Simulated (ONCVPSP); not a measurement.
# As: the cost of one run

Program: ONCVPSP 4.0.1.1 (patched build). Reference atom: PBE, scalar-relativistic, spherical and spin-unpolarised. All values are calculated.

### Step 1. The atom and the settings

Typed settings, in words:

| Property | Result |
| --- | --- |
| element | arsenic (As, Z = 33) |
| type | optimised norm-conserving Vanderbilt (ONCV) |
| frozen core | [Ne] |
| valence charge | 23 |
| reference configuration | 3s2 3p6 3d10 4s2 4p3 |
| partial waves | 3s+4s: rc 0.85 bohr, ncon 4, nbas 9, qcut 15.3 1/bohr, 2 projectors; 3p+4p: rc 1.15 bohr, ncon 4, nbas 9, qcut 12.3 1/bohr, 2 projectors; 3d: rc 0.75 bohr, ncon 4, nbas 9, qcut 25 1/bohr, local |
| local potential | the d channel |
| core correction | not asked for |

The outer shells as boxes (Hund's rule for the drawing; the calculation is spin-unpolarised):

```
[Ne] core
3s [↑↓]
3p [↑↓][↑↓][↑↓]
3d [↑↓][↑↓][↑↓][↑↓][↑↓]
4s [↑↓]
4p [↑ ][↑ ][↑ ]
```

The nodes and maxima of the atom's own shells, from an earlier all-electron run, set the scale for the radii.

All-electron outer shells of the reference configuration (PBE, scalar-relativistic, ld1.x):

```csv
shell,level (eV),outermost node (bohr),outermost maximum (bohr)
2s,-1486.76,0.06,0.17
2p,-1303.65,–,0.14
3s,-190.31,0.25,0.52
3p,-133.68,0.22,0.52
3d,-40.65,–,0.47
4s,-14.49,0.73,1.61
4p,-5.19,0.78,2.00
```

### Step 2. The generation run

The input, As.dat:

```
# ATOM AND REFERENCE CONFIGURATION
# atsym  z   nc   nv     iexc    psfile
  As 33.00    3    5        4      upf
#
#   n    l    f
    1    0    2.00
    2    0    2.00
    2    1    6.00
    3    0    2.00
    3    1    6.00
    3    2   10.00
    4    0    2.00
    4    1    3.00
#
# PSEUDOPOTENTIAL AND OPTIMIZATION
# lmax
    2
#
#   l,   rc,      ep,       ncon, nbas, qcut
    0    0.85    0.00    4    9   15.30
    1    1.15    0.00    4    9   12.30
    2    0.75    0.00    4    9   25.00
#
# LOCAL POTENTIAL
# lloc, lpopt,  rc(5),   dvloc0
    2    5    0.75    0.00
#
# VANDERBILT-KLEINMAN-BYLANDER PROJECTORs
# l, nproj, debl
    0    2    1.50
    1    2    3.50
    2    0    2.30
#
# MODEL CORE CHARGE
# icmod, fcfact, rcfact
    0    0.00    0.00
#
# LOG DERIVATIVE ANALYSIS
# epsh1, epsh2, depsh
   -8.00    5.00    0.04
#
# OUTPUT GRID
# rlmax, drl
    6.00    0.01
#
# TEST CONFIGURATIONS
# ncnf
    4
# nvcnf
#   n    l    f
    5
    3    0    2.00
    3    1    6.00
    3    2   10.00
    4    0    2.00
    4    1    2.00
#
    5
    3    0    2.00
    3    1    6.00
    3    2   10.00
    4    0    2.00
    4    1    1.00
#
    5
    3    0    2.00
    3    1    6.00
    3    2   10.00
    4    0    2.00
    4    1    0.00
#
    5
    3    0    2.00
    3    1    6.00
    3    2    9.00
    4    0    2.00
    4    1    4.00
#
```

The run is started by

```sh
$ oncvpsp.x < As.dat > As.out
```

**Question.** How long does this run take on 1 thread of Neoverse-N1, shared host?

About 4.9 s.
